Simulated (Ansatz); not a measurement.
# C₂H₂ClIO: how energies converge with the basis set

Aim: see how fast density functionals converge with the basis set for C₂H₂ClIO.

Program: Ansatz 0.2.0, Gaussian basis. Level of theory: one geometry, several basis sets. These are calculated values, not measurements.

Plan: PBE0-D4/def2-SVP; ωB97M-V/def2-SVP; PBE0-D4/def2-QZVPP; ωB97M-V/def2-QZVPP; the functionals' def2-TZVPP values are taken from earlier runs.

### Step 1. Structure used throughout

The geometry comes from an earlier relaxation with PBE0-D4 in a triple-zeta def2 set; it is a stationary point, not always the lowest conformer. I takes the def2 core potential; no spin-orbit term is included.

SMILES `ClC1(I)CO1`, 7 atoms, charge 0, spin multiplicity 1.

Atoms are counted from 1 here; the program's logs count them from 0.

Bond lengths: Cl1–C2 1.749 Å, C2–I3 2.127 Å, C2–C4 1.454 Å, C2–O5 1.368 Å, C4–O5 1.439 Å, C4–H6 1.085 Å, C4–H7 1.085 Å. Angles: Cl1–C2–I3 112.8°, Cl1–C2–C4 120.2°, Cl1–C2–O5 116.3°, I3–C2–C4 120.1°, I3–C2–O5 116.6°, C4–C2–O5 61.3°, C2–C4–O5 56.4°, C2–C4–H6 118.7°, C2–C4–H7 119.4°, O5–C4–H6 114.7°, O5–C4–H7 115.1°, H6–C4–H7 117.5°, C2–O5–C4 62.3°.

### Step 2. PBE0-D4 in def2-SVP

The input, in.yaml:

```yaml
crystal:
  periodic: [false, false, false]
  atoms:
    - {symbol: Cl, position_ang: [-1.371847, -1.626722, 0.188298]}
    - {symbol: C, position_ang: [-0.039290, -0.564818, -0.204192]}
    - {symbol: I, position_ang: [1.794309, -1.609027, -0.474436]}
    - {symbol: C, position_ang: [-0.033993, 0.808328, 0.274082]}
    - {symbol: O, position_ang: [-0.306249, 0.441596, -1.090980]}
    - {symbol: H, position_ang: [-0.895336, 1.170664, 0.826138]}
    - {symbol: H, position_ang: [0.913604, 1.311977, 0.435289]}
basis:
  gaussian: {orbitals: def2-SVP}
hamiltonian: {xc: pbe0, dispersion: d4}
output: {orbitals: {seedname: orbitals}}
```

Run with:

```sh
> ansatz run in.yaml --threads 4 --pin off --events-out ev --progress --plain --max-ram 10444MiB
```

Further steps of the session: ωB97M-V in def2-SVP; PBE0-D4 in def2-QZVPP; ωB97M-V in def2-QZVPP.

Before running them: what should the planned runs give, taken together? Wanted: PBE0-D4: double and triple zeta above quadruple; ωB97M-V: double and triple zeta above quadruple.

**Answer**, as computed:

| quantity | value |
| --- | --- |
| PBE0-D4: double and triple zeta above quadruple | 10.05, 0.62 eV |
| ωB97M-V: double and triple zeta above quadruple | 10.13, 0.60 eV |

What this shows: PBE0-D4 gains 9.43 eV from double to triple zeta, then 0.62 eV more. Total energies overstate the basis error of differences, where much of it tends to cancel.
